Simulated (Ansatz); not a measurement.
# C₂H₉BOSi: small, medium and large basis sets

How large a basis does C₂H₉BOSi need? Two functionals are run in growing sets.

Program: Ansatz 0.2.0, Gaussian basis. Level of theory: one geometry, several basis sets. These are calculated values, not measurements.

Levels to be run: PBE0-D4/def2-SVP; ωB97M-V/def2-SVP; PBE0-D4/def2-QZVPP; ωB97M-V/def2-QZVPP; the functionals' def2-TZVPP values are taken from earlier runs.

## (1) Structure used throughout

All runs share one geometry, relaxed beforehand with PBE0-D4 in a triple-zeta def2 set.

SMILES `CB(C)O[SiH3]`, 14 atoms, charge 0, spin multiplicity 1.

Atoms are counted from 1 here; the program's logs count them from 0.

Bond lengths: C1–B2 1.576 Å, C1–H6 1.092 Å, C1–H7 1.098 Å, C1–H8 1.095 Å, B2–C3 1.568 Å, B2–O4 1.368 Å, C3–H9 1.094 Å, C3–H10 1.091 Å, C3–H11 1.098 Å, O4–Si5 1.649 Å, Si5–H12 1.481 Å, Si5–H13 1.486 Å, Si5–H14 1.486 Å. Angles: B2–C1–H6 113.1°, B2–C1–H7 108.4°, B2–C1–H8 113.5°, H6–C1–H7 106.6°, H6–C1–H8 108.5°, H7–C1–H8 106.3°, C1–B2–C3 122.1°, C1–B2–O4 120.1°, C3–B2–O4 117.8°, B2–C3–H9 111.7°, B2–C3–H10 113.4°, B2–C3–H11 108.8°, H9–C3–H10 109.3°, H9–C3–H11 105.4°, H10–C3–H11 107.8°, B2–O4–Si5 132.7°, O4–Si5–H12 107.2°, O4–Si5–H13 110.7° and more.

## (2) PBE0-D4 in def2-SVP

Contents of in.yaml:

```yaml
crystal:
  periodic: [false, false, false]
  atoms:
    - {symbol: C, position_ang: [-1.341409, 0.646365, -0.028297]}
    - {symbol: B, position_ang: [-0.252070, -0.486173, 0.087154]}
    - {symbol: C, position_ang: [-0.634124, -1.988400, 0.322058]}
    - {symbol: O, position_ang: [1.075301, -0.176126, -0.031478]}
    - {symbol: Si, position_ang: [1.874528, 1.247207, -0.263742]}
    - {symbol: H, position_ang: [-2.297181, 0.367966, 0.419922]}
    - {symbol: H, position_ang: [-1.536770, 0.832718, -1.092794]}
    - {symbol: H, position_ang: [-1.023939, 1.603510, 0.397449]}
    - {symbol: H, position_ang: [-1.478781, -2.293440, -0.303411]}
    - {symbol: H, position_ang: [0.197431, -2.677000, 0.164687]}
    - {symbol: H, position_ang: [-0.978797, -2.108426, 1.357214]}
    - {symbol: H, position_ang: [3.316806, 0.926621, -0.369845]}
    - {symbol: H, position_ang: [1.415588, 1.909292, -1.512947]}
    - {symbol: H, position_ang: [1.650516, 2.166484, 0.882730]}
basis:
  gaussian: {orbitals: def2-SVP}
hamiltonian: {xc: pbe0, dispersion: d4}
output: {orbitals: {seedname: orbitals}}
```

Further steps of the session: ωB97M-V in def2-SVP; PBE0-D4 in def2-QZVPP; ωB97M-V in def2-QZVPP.

Before running them: what should the planned runs give, taken together? Wanted: PBE0-D4: double and triple zeta above quadruple; ωB97M-V: double and triple zeta above quadruple.

**Answer**, as computed:

| quantity | value |
| --- | --- |
| PBE0-D4: double and triple zeta above quadruple | 9.02, 0.57 eV |
| ωB97M-V: double and triple zeta above quadruple | 9.27, 0.53 eV |

What this shows: PBE0-D4 gains 8.45 eV from double to triple zeta, then 0.57 eV more. Total energies overstate the basis error of differences, where much of it tends to cancel. The LUMO of ωB97M-V is positive and keeps falling with the basis (2.46 to 1.34 eV): an unbound level that the basis holds in place.
